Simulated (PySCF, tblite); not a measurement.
**Si2H6O3, a small molecule taken as a stand-in for a surface group (hydroxylated Si): NMR shifts, core binding energies and electronic excitations**

What NMR shifts, core binding energies and electronic excitations should one expect for `O[Si](O)(O)[SiH3]`?

Programs: tblite 0.8.0 and PySCF 2.14.0. All values are calculated, for the isolated system unless a continuum is named. Atoms count from 0, parts from 1.

## (1) Starting point

11 atoms, charge 0, multiplicity 1; geometry: distance geometry start.

## (2) Geometry optimisation with GFN2-xTB

Job settings and geometry (Å):

```
{"job": {"kind": "relax", "xc": "GFN2-xTB", "basis": "xTB"}, "charge": 0, "multiplicity": 1}
O     -0.936670     1.566830    -0.340165
Si    -0.561992    -0.066496     0.048173
O     -1.134240    -0.335324     1.646244
O     -1.326334    -1.111023    -1.074649
Si     1.661806    -0.203472    -0.062804
H     -0.707229     1.753960    -1.255800
H     -1.234334     0.565197     2.087862
H     -2.112346    -1.553610    -0.687682
H      2.169291    -1.476694     0.463926
H      2.212012     0.892001     0.711368
H      2.005934    -0.068528    -1.491847
```

With the program's defaults for keys left out, this is: GFN2-xTB geometry optimisation, gas phase.

Started as:

```bash
OMP_NUM_THREADS=1 python cluster_run.py task.json out
```

One launch serves the whole session: the jobs run in the order shown.

**Question.** The jobs that follow are: PBE0-D3(BJ)/def2-SVP geometry optimisation, gas phase; GIAO PBE0/pcSseg-2 NMR shielding, non-relativistic, gas phase; delta-SCF UKS SCAN, pcX-2 on the ionised atom, pcseg-1 elsewhere, spin-free X2C; TDDFT CAM-B3LYP/def2-SVPD, vertical, gas phase, core orbitals frozen in the response. Predict: point group; rotational constants (main isotopes); $^{1}$H shifts against TMS (PBE0/pcSseg-2); $^{17}$O shifts against H2O (PBE0/pcSseg-2); $^{29}$Si shifts against TMS (PBE0/pcSseg-2); O1s binding energies, SCAN/pcX-2; Si2p binding energies, SCAN/pcX-2; lowest singlet (CAM-B3LYP/def2-SVPD); lowest triplet; vertical ionisation energy (ΔSCF).

**Answer**, as computed:

```
                                    quantity                                   value
                                 point group                                      C1
        rotational constants (main isotopes)                    3.77, 2.09, 2.02 GHz
  $^{1}$H shifts against TMS (PBE0/pcSseg-2)  3.49, 3.38, 3.26, 2.07, 1.93, 1.87 ppm
 $^{17}$O shifts against H2O (PBE0/pcSseg-2)                    89.7, 78.2, 65.5 ppm
$^{29}$Si shifts against TMS (PBE0/pcSseg-2)                       -28.8, -121.7 ppm
            O1s binding energies, SCAN/pcX-2      O2 538.68, O0 538.68, O3 538.66 eV
           Si2p binding energies, SCAN/pcX-2               Si1 108.12, Si4 106.78 eV
        lowest singlet (CAM-B3LYP/def2-SVPD)             7.15 eV (173 nm), f = 0.105
                              lowest triplet                                 6.37 eV
           vertical ionisation energy (ΔSCF)                                10.37 eV
```

What this shows: Over 8 steps the energy fell by 0.177 eV; of the close pairs, O0–Si1 changed most, 1.614 to 1.665 Å (PBE0/def2-SVP). No frequency check was run at this level, so the end point may be a saddle. At PBE0/pcSseg-2: The widest tensor belongs to O3: span 109 ppm, with a paramagnetic part of -137 ppm. The O1s levels computed lie within 0.02 eV of one another, too close to rank. Si1 (silicon bonded to 3 O, Si) binds its Si2p electron 1.33 eV more tightly than Si4 (silicon bonded to Si, 3 H). The lowest singlet, at 7.15 eV, is HOMO→LUMO 0.75, HOMO→LUMO+1 0.18 and is bright. The lowest triplet lies 0.78 eV below the lowest singlet (triplets in Tamm-Dancoff, singlets in full TDDFT). The orbital energy would give 9.51 eV for ionisation, ΔSCF gives 10.37 eV. A capped cluster stands for the solid here, so long-range fields and strain are missing, and bands or shifts of the capping hydrogens have no counterpart in it.
